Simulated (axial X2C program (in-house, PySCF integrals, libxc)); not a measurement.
# TeBr: properties at the nuclei

Aim: properties at the nuclei of TeBr, with spin–orbit coupling in the Hamiltonian from the start.

Program: an in-house X2C program for linear molecules on PySCF integrals. Level of theory: two-component X2C with atomic mean-field terms, Te dyall-acv3z, Br dyall-acv3z. These are calculated values, not measurements.

## Step 1: Input

Input file task.json:

```json
{"zs": [52, 35], "q": 0, "bas": ["dyall-acv3z", "dyall-acv3z"], "r0": 2.5, "levels": ["PBE0", "HF", "B3LYP"], "nst": 1, "ff": 1, "thr": -2.0, "nmax": 130, "opt": {"ecut": 60}}
```

Keys: zs atomic numbers; q charge; bas basis sets; r0 starting distance in Å; levels methods (HF also brings MP2); nst determinants followed; ff finite-field run; thr threshold in hartree for freezing inner shells (an s shell follows its p shell); nmax most natural virtual spinors; ecut virtual cutoff in hartree.

The run is started by

```console
$ python soeom.py task.json out
```

The runs that follow: Expectation values, lowest determinant; Finite-field coupled cluster.

Q: Predict the outcome of this session. Wanted: lowest determinant; Eeff magnitude; Ws magnitude Te; A∥/gI Te; qzz Te (for each run or level that gives them).

As calculated:

| quantity | value |
| --- | --- |
| lowest determinant | Ω = 3/2 (excess of +ω over −ω: ω = 3/2) |
| Eeff magnitude (GV/cm), PBE0 | 1.65 |
| Ws magnitude Te (kHz), PBE0 | 0.636 |
| A∥/gI Te (MHz), PBE0 | 555 |
| qzz Te (a.u.), PBE0 | 10.16 |
| Eeff magnitude (GV/cm), CCSD(T) | 1.25 |
| Ws magnitude Te (kHz), CCSD(T) | 0.46 |
| A∥/gI Te (MHz), CCSD(T) | 584 |
| qzz Te (a.u.), CCSD(T) | 9.62 |

In the first state, the effective field runs from 1.29 to 4.76 GV/cm over the mean-field levels, so the levels don't agree on it. The expectation values come from single determinants, which for open shells can mix terms of unlike spin or miss the lowest Ω, so a determinant need not be a state. Eeff is the effective electric field on the electron dipole moment in this Ω state and Ws the scalar–pseudoscalar constant (defined with the proton number Z and per Ω); A∥ is the parallel hyperfine constant, which follows by multiplying with the nuclear g factor gI = μI/(I μN); qzz is the electric field gradient, eQq0 = 234.96 MHz × Q/barn × qzz; μ is positive if Br is the positive end. The operators were transformed with the bare-nucleus X2C matrices. Correlation of the inner shells is missing, which matters for properties at the nucleus.
